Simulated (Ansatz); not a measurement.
# F3H2Si: the cost of one run

Program: Ansatz 0.2.0. Level of theory: UKS r2SCAN-D4/def2-SVP. These are calculated values, not measurements.

## Step 1: Reference run: SiH2F3 radical, relaxed

input.yaml reads:

```yaml
crystal:
  periodic: [false, false, false]
  atoms:
    - { symbol: H, position_ang: [-1.180047, -0.426049, 0.574376] }
    - { symbol: H, position_ang: [-2.008551, -0.741262, 0.983377] }
    - { symbol: Si, position_ang: [0.420808, 0.158496, -0.20728] }
    - { symbol: F, position_ang: [1.22431, 1.16689, 0.780854] }
    - { symbol: F, position_ang: [0.149323, 0.943745, -1.60323] }
    - { symbol: F, position_ang: [1.394055, -1.10182, -0.528098] }
magnetization:
  spin_polarized: true
  initial_magnetization: 1
basis:
  gaussian: { orbitals: def2-SVP }
hamiltonian:
  xc: r2scan
  dispersion: d4
output:
  forces: true
relax:
  f_tol: 0.02
  max_steps: 120
  constraints: [{ distance: [0, 2] }, { distance: [0, 1] }]
  escape_saddle: false
```

On the command line:

```bash
$ ansatz run input.yaml --threads 1 --pin off --max-ram 2560MiB --backend cpu --events-out ev --progress --plain --runs-dir out
```

What time and memory should one allow on 1 thread of Arm Neoverse V2, shared host?

About 22 s, with a peak of 0.17 GiB.
